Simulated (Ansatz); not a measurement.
# Magnesium, simple cubic: r²SCAN0 at the r²SCAN geometry

How do the levels change when part of the exchange is made exact, and what does it cost? Spin polarisation is left out. The cell comes from an earlier r²SCAN relaxation. Exact exchange is dear, so the k-mesh is coarse, and r²SCAN is run on the same mesh for comparison.

Computed with Ansatz 0.2.0 (DFT, plane waves (500 eV) with PBE-made PAW files, scalar-relativistic; functionals as named at each step, unless a step says otherwise).

**1. The structure to begin with**

The structure is cubic, space group Pm-3m (No. 221). Conventional cell: a = 2.994 Å, b = 2.994 Å, c = 2.994 Å, α = 90.00°, β = 90.00°, γ = 90.00°. Around Mg (site symmetry m-3m) lie 6 Mg at 2.99 Å.

Coordinates:

```
CELL_PARAMETERS angstrom
2.99368 0.00000 0.00000
0.00000 2.99368 0.00000
0.00000 0.00000 2.99368
ATOMIC_POSITIONS crystal
Mg 0.00000 0.00000 0.00000
```

**2. r²SCAN, coarse mesh**

The run with r²SCAN.

input.yaml

```yaml
crystal:
  lattice:
    - [2.993684795, 0.0, 0.0]
    - [0.0, 2.993684795, 0.0]
    - [0.0, 0.0, 2.993684795]
  atoms:
    - { symbol: Mg, position: [0.0, 0.0, 0.0] }
hamiltonian:
  xc: r2scan
  pseudopotentials:
    kind: paw
    azcp:
      Mg: "pseudopotentials/Mg.paw.azcp"
basis:
  ecutwfc: 500
  fft_grid_basis: typed
kpoints:
  mp_grid: { grid: [6, 6, 6], shift: [0, 0, 0] }
magnetization:
  spin_polarized: false
scf:
  occupations: { method: fermi_dirac, width: 0.1 }
```

Started as:

```
$ ansatz run input.yaml --threads 4 --pin off --max-ram 8192MiB --backend cpu --events-out ev --progress --plain --runs-dir out
```

**3. r²SCAN0, coarse mesh**

The run with r²SCAN0.

input.yaml, as its differences from that of step 2:

```diff
@@ -8,3 +8,3 @@
 hamiltonian:
-  xc: r2scan
+  xc: r2scan0
   pseudopotentials:
@@ -22 +22,6 @@
   occupations: { method: fermi_dirac, width: 0.1 }
+output:
+  write_density: true
+  write_potential: true
+  elf: true
+  volumetric_format: npy
```

(Steps that only read results are left out.)

**Question.** What will these runs give? Wanted: r²SCAN: gap; r²SCAN0: gap; r²SCAN0: relative to hcp.

The runs gave:

| quantity | value |
| --- | --- |
| r²SCAN: gap | none (levels filled in part) |
| r²SCAN0: gap | none (levels filled in part) |
| r²SCAN0: SCF cycles, exchange loops | 17, 2 |
| r²SCAN0: CPU time over that of r²SCAN | 21 |
| r²SCAN0: relative to hcp | +467 meV/atom |

In words: Neither r²SCAN nor r²SCAN0 shows a clean gap on this mesh. r²SCAN0 cost 21 times the CPU time of r²SCAN. The exchange operator of r²SCAN0 was renewed in 2 outer loops. The dense-mesh value adds -15.7 meV/atom, the change that r²SCAN shows between the coarse mesh and its own dense run (not shown). Under r²SCAN0 it lies 467 meV/atom above hcp (computed apart in the same way); on such meshes a few tens of meV are uncertain for metals. The total energies in the logs cannot be compared from one functional to another.
